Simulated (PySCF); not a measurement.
# C₅H₁₂Si₂: electronic excitations

Aim: predict the electronic excitations of C₅H₁₂Si₂ (`CC#C[SiH2]CC[SiH3]`).

Programs: PySCF 2.14.0, with density-fitted response routines of our own. Each step states its level of theory. These are calculated values for one molecule in the gas phase, unless marked as measured. Atoms count from 0, in the outputs and in this text.

**1. Starting geometry**

19 atoms, charge 0, multiplicity 1; geometry from: GFN2-xTB.

Bonds of the start (Å): C0–C1 1.45, C1–C2 1.21, C2–Si3 1.85, Si3–C4 1.91, C4–C5 1.53, C5–Si6 1.90, C0–H7 1.09, C0–H8 1.09, C0–H9 1.09, Si3–H10 1.47, Si3–H11 1.47, C4–H12 1.09, C4–H13 1.09, C5–H14 1.09, C5–H15 1.09, Si6–H16 1.47, Si6–H17 1.46, Si6–H18 1.47.

**2. Ultraviolet spectrum: PBE0/def2-SVPD**

What the job is given:

```
{"job": {"kind": "uv", "xc": "PBE0", "basis": "def2-SVPD", "nstates": 8, "ntriplets": 3}, "charge": 0, "multiplicity": 1}
C      3.738767     1.019003    -0.395393
C      2.645094     0.073703    -0.435478
C      1.737661    -0.718931    -0.472800
Si     0.316490    -1.895334    -0.504479
C     -1.283608    -0.863904    -0.585000
C     -1.404628     0.121205     0.578414
Si    -2.994781     1.158202     0.503465
H      4.419749     0.836382    -1.226736
H      3.356196     2.037210    -0.468905
H      4.286806     0.914374     0.541102
H      0.333982    -2.690409     0.732017
H      0.425569    -2.763360    -1.684368
H     -2.150708    -1.528202    -0.587584
H     -1.320058    -0.311582    -1.526514
H     -0.532357     0.779243     0.576570
H     -1.366708    -0.429824     1.521044
H     -4.161695     0.271130     0.539702
H     -3.041008     2.072943     1.646494
H     -3.014565     1.927404    -0.743849
```

Level: TDDFT PBE0/def2-SVPD, vertical, gas phase, core orbitals frozen in the response.

The run is started by

```bash
> OMP_NUM_THREADS=1 python probes_run.py task.json out
```

The driver reads the jobs from task.json and runs them one after another.

What will the session give for the following? lowest singlet (PBE0/def2-SVPD); brightest single state of those computed; lowest triplet. Wanted: lowest singlet; brightest single state of those computed; lowest triplet.

The runs gave:

```
                                quantity                        value
         lowest singlet (PBE0/def2-SVPD)  6.05 eV (205 nm), f = 0.000
brightest single state of those computed  state 8, 7.43 eV, f = 0.095
                          lowest triplet                      5.00 eV
```

In words: The lowest singlet, at 6.05 eV, is HOMO−1→LUMO 0.50, HOMO→LUMO+1 0.23 and is dark; of the 8 states computed, the strongest absorption comes from state 8 at 7.43 eV (the last computed, so partners may be missing). The lowest triplet lies 1.05 eV below the lowest singlet (triplets in Tamm-Dancoff, singlets in full TDDFT).
